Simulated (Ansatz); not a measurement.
# K2NiO2: the cost of one run

Method: DFT PBEsol+U (U_eff = 3 eV on Ni d), plane waves, PAW, in Ansatz 0.2.0.

## (1) The structure to begin with

Symmetry: I4/mmm, No. 139, tetragonal system. Conventional cell: a = 3.953 Å, b = 3.953 Å, c = 12.838 Å, α = 90.00°, β = 90.00°, γ = 90.00°. K (site symmetry 4mm) is surrounded by 5 O at 2.71 to 2.81 Å. Around Ni (site symmetry 4/mmm) lie 2 O at 1.69 Å. O (site symmetry 4mm) is surrounded by 1 Ni at 1.69 Å.

Coordinates:

```cif
data_structure
_symmetry_space_group_name_H-M 'I4/mmm'
_symmetry_Int_Tables_number 139
_cell_length_a 3.9528
_cell_length_b 3.9528
_cell_length_c 12.8384
_cell_angle_alpha 90.000
_cell_angle_beta 90.000
_cell_angle_gamma 90.000
_cell_volume 200.60
loop_
_atom_site_label
_atom_site_type_symbol
_atom_site_symmetry_multiplicity
_atom_site_Wyckoff_symbol
_atom_site_fract_x
_atom_site_fract_y
_atom_site_fract_z
_atom_site_occupancy
K1 K 4 e 0.50000 0.50000 0.15740 1
Ni1 Ni 2 a 0.00000 0.00000 0.00000 1
O1 O 4 e 0.50000 0.50000 0.36860 1
```

An earlier series on this cell reached its lowest free state from «ferromagnetic start, free, symmetry kept, no search», perhaps among other starts.

## (2) No spin polarisation

input.yaml reads:

```yaml
crystal:
  lattice:
    - [-1.97639993, 1.97639993, 6.41919976]
    - [1.97639993, -1.97639993, 6.41919976]
    - [1.97639993, 1.97639993, -6.41919976]
  atoms:
    - { symbol: K, position: [0.6574, 0.6574, 0.0] }
    - { symbol: K, position: [0.3426, 0.3426, 0.0] }
    - { symbol: Ni, position: [0.0, 0.0, 0.0] }
    - { symbol: O, position: [0.8686, 0.8686, 0.0] }
    - { symbol: O, position: [0.1314, 0.1314, 0.0] }
basis:
  ecutwfc: 420
  ecutrho_ratio: 4
kpoints:
  mp_grid: { grid: [7, 7, 7] }
hamiltonian:
  xc: pbesol
  hubbard: { sites: [{ site: 2, l: d, u_eff: 3.0 }] }
scf:
  occupations: { method: gaussian, width: 0.05 }
  lower_state_search: "off"
  max_iter: 150
output:
  forces: true
  stress: true
  eigenvalues: true
  populations: true
  hubbard: { sites: [{ site: 2, l: d }] }
```

Started as:

```bash
$ ansatz run input.yaml --threads 4 --pin off --max-ram 6144MiB --backend cpu --events-out ev --progress --plain --runs-dir out
```

**Question.** How long does this run take on 4 threads of Arm Neoverse V2, shared host, and how much memory does it need?

About 3.1 s, with a peak of 0.52 GiB.
